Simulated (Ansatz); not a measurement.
# CH5FN2O2Si: the cost of one run

Program: Ansatz 0.2.0. Level of theory: RKS PBE/def2-SVP. These are calculated values, not measurements.

## 1. The starting structure

Bond lengths: N1–Si2 1.725 Å, Si2–O3 1.605 Å, Si2–F4 1.505 Å, Si2–N5 1.719 Å, N5–C6 1.295 Å, C6–O7 1.332 Å, N1–H8 1.009 Å, N1–H9 0.973 Å, O3–H10 1.001 Å, C6–H11 1.116 Å, O7–H12 0.957 Å. Angles (14 of 15 angles, heavy atoms first): N1–Si2–O3 105.9°, N1–Si2–F4 112.3°, N1–Si2–N5 102.9°, O3–Si2–F4 111.2°, O3–Si2–N5 111.1°, F4–Si2–N5 113.0°, Si2–N5–C6 112.6°, N5–C6–O7 115.3°, Si2–N1–H8 101.4°, Si2–N1–H9 101.7°, Si2–O3–H10 114.6°, N5–C6–H11 130.2°, O7–C6–H11 114.4°, C6–O7–H12 107.8°.

Coordinates:

```xyz
12

N     0.4036   -2.0628    0.4830
Si   -0.2552   -0.4804    0.6728
O     0.5404    0.1831    1.8993
F    -1.7366   -0.5056    0.9357
N     0.1494    0.2848   -0.8119
C    -0.3183    1.4895   -0.8947
O    -0.0185    2.1417   -2.0165
H    -0.1951   -2.4433   -0.2347
H     1.2536   -1.8726    0.0483
H     0.6776   -0.4231    2.6843
H    -0.9391    2.0732   -0.1737
H     0.5152    1.5606   -2.5582
```

## 2. Relaxing end A

File input.yaml:

```yaml
crystal:
  periodic: [false, false, false]
  atoms:
    - { symbol: "N", position_ang: [0.4036, -2.0628, 0.483] }
    - { symbol: Si, position_ang: [-0.2552, -0.4804, 0.6728] }
    - { symbol: O, position_ang: [0.5404, 0.1831, 1.8993] }
    - { symbol: F, position_ang: [-1.7366, -0.5056, 0.9357] }
    - { symbol: "N", position_ang: [0.1494, 0.2848, -0.8119] }
    - { symbol: C, position_ang: [-0.3183, 1.4895, -0.8947] }
    - { symbol: O, position_ang: [-0.0185, 2.1417, -2.0165] }
    - { symbol: H, position_ang: [-0.1951, -2.4433, -0.2347] }
    - { symbol: H, position_ang: [1.2536, -1.8726, 0.0483] }
    - { symbol: H, position_ang: [0.6776, -0.4231, 2.6843] }
    - { symbol: H, position_ang: [-0.9391, 2.0732, -0.1737] }
    - { symbol: H, position_ang: [0.5152, 1.5606, -2.5582] }
basis:
  gaussian: { orbitals: def2-SVP }
hamiltonian:
  xc: pbe
relax:
  f_tol: 0.02
  max_steps: 50
```

Run with:

```bash
ansatz run input.yaml --threads 2 --pin off --max-ram 3072MiB --backend cpu --events-out ev --progress --plain --runs-dir out
```

Q: Estimate wall time and peak memory on 2 threads of Arm Neoverse V1, shared host.

About 58 s, with a peak of 0.18 GiB.
